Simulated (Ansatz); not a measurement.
# HI: a polarisability from point charges

Computed with Ansatz 0.2.0, Python API.

`field_hi.py`
```python
import ansatz as az
import numpy as np

GEOMETRY = """
H     0.00000    0.00000    0.00000
I     0.00000    0.00000    1.63000
"""

molecule = az.Crystal.molecule()
for line in GEOMETRY.strip().splitlines():
    symbol, *xyz = line.split()
    molecule = molecule.atom(symbol, [float(v) for v in xyz])

base = (
    molecule.calculation()
    .basis(gaussian="def2-SVPD")
    .functional("pbe", dispersion="d4")
    .accuracy("medium")
    .forces()
)
centre = np.mean([site.position_ang for site in molecule.cartesian_sites], axis=0)
field = 2 * 14.399645 * 4.0 / 30.0 ** 2


def dipole(axis, sign):
    arm = 30.0 * np.eye(3)[axis]
    pair = [{"charge": sign * 4.0, "position_ang": (centre - arm).tolist()}, {"charge": -sign * 4.0, "position_ang": (centre + arm).tolist()}]
    deck = base.input().set(az.key.basis.gaussian.point_charges, pair)
    return np.array(az.Session.from_dict(deck).plan().execute().report["charge_distribution"]["dipole_moment_e_ang"])


print(f"field {field:.4f} V/A")
alpha = np.array([(dipole(axis, 1) - dipole(axis, -1)) / (2 * field) * 14.399645 for axis in range(3)])
print("polarisability tensor (A^3)")
print(np.array2string(alpha, precision=3, suppress_small=True))
print(f"mean {np.trace(alpha) / 3:.3f} A^3 = {np.trace(alpha) / 3 / 0.14818471:.2f} bohr^3")
```

`python field_hi.py` gives:
```text
field 0.1280 V/A
polarisability tensor (A^3)
[[ 5.459  0.    -0.   ]
 [ 0.     5.459 -0.   ]
 [ 0.     0.     5.71 ]]
mean 5.542 A^3 = 37.40 bohr^3
```

The settings weren't tested for convergence. The geometry is a force-field or estimated start, not a minimum of this method, and the basis set is short of its limit. The field of two point charges is only nearly even. def2 sets replace the cores of elements past krypton by effective core potentials. Wall time of the script: 3.6 s on 1 thread of Arm Neoverse V1 (shared host), peak memory 0.16 GiB.

(Lines on the test bed's own set-up are left out of the output.)
